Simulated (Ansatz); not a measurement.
# AsGaH6O: the cost of one run

Computed with Ansatz 0.2.0, Gaussian basis. Level: PBE0-D4, def2-SVP first, then def2-TZVP.

152 further runs of the same task are left out: 152 set aside as unsound or not needed.

### 1 Starting geometry

The guess: 9 atoms, charge 0, spin multiplicity 1.

Atoms are counted from 1 here; the program's logs count them from 0.

Bond lengths: Ga1–O2 1.920 Å, Ga1–H3 1.565 Å, Ga1–H4 1.564 Å, Ga1–H5 1.886 Å, Ga1–As6 2.597 Å, O2–H7 0.962 Å, As6–H8 1.520 Å, As6–H9 1.514 Å. Angles: O2–Ga1–H3 110.7°, O2–Ga1–H4 110.9°, O2–Ga1–H5 39.0°, O2–Ga1–As6 86.6°, H3–Ga1–H4 115.2°, H3–Ga1–H5 120.9°, H3–Ga1–As6 113.1°, H4–Ga1–H5 122.9°, H4–Ga1–As6 116.7°, H5–Ga1–As6 47.6°, Ga1–O2–H7 166.4°, Ga1–As6–H8 106.8°, Ga1–As6–H9 97.6°, H8–As6–H9 90.1°.

Geometry (Å):

```xyz
9
charge 0, multiplicity 1
Ga   -0.4832    0.9600   -0.5944
O     1.1615   -0.0137   -0.7767
H    -1.4371    0.6677   -1.8005
H    -0.2072    2.4733   -0.3143
H     0.4965   -0.4283    0.2233
As   -0.9626   -0.5415    1.4699
H     2.0125   -0.3681   -1.0516
H     0.3837   -0.8748    2.0922
H    -0.9641   -1.8746    0.7522
```

Distances that are to change: Ga1–As6 2.60 Å, O2–H5 1.27 Å, Ga1–O2 1.92 Å, H5–As6 1.92 Å.

### 2 Constrained relaxation of the guess

hold/in.yaml

```yaml
crystal:
  periodic: [false, false, false]
  atoms:
    - {symbol: Ga, position_ang: [-0.483200, 0.960000, -0.594400]}
    - {symbol: O, position_ang: [1.161500, -0.013700, -0.776700]}
    - {symbol: H, position_ang: [-1.437100, 0.667700, -1.800500]}
    - {symbol: H, position_ang: [-0.207200, 2.473300, -0.314300]}
    - {symbol: H, position_ang: [0.496500, -0.428300, 0.223300]}
    - {symbol: As, position_ang: [-0.962600, -0.541500, 1.469900]}
    - {symbol: H, position_ang: [2.012500, -0.368100, -1.051600]}
    - {symbol: H, position_ang: [0.383700, -0.874800, 2.092200]}
    - {symbol: H, position_ang: [-0.964100, -1.874600, 0.752200]}
basis:
  gaussian: {orbitals: def2-SVP}
hamiltonian: {xc: pbe0, dispersion: d4}
relax: {f_tol: 0.04, max_steps: 150, escape_saddle: false, constraints: [{distance: [0, 5]}, {distance: [1, 4]}, {distance: [0, 1]}, {distance: [4, 5]}]}
```

Started as:

```bash
ansatz run in.yaml --threads 4 --pin off --events-out ev --progress --plain --max-ram 9574MiB
```

**Question.** How long does this run take on 4 threads of Arm Neoverse V1, shared host?

About 28 s.
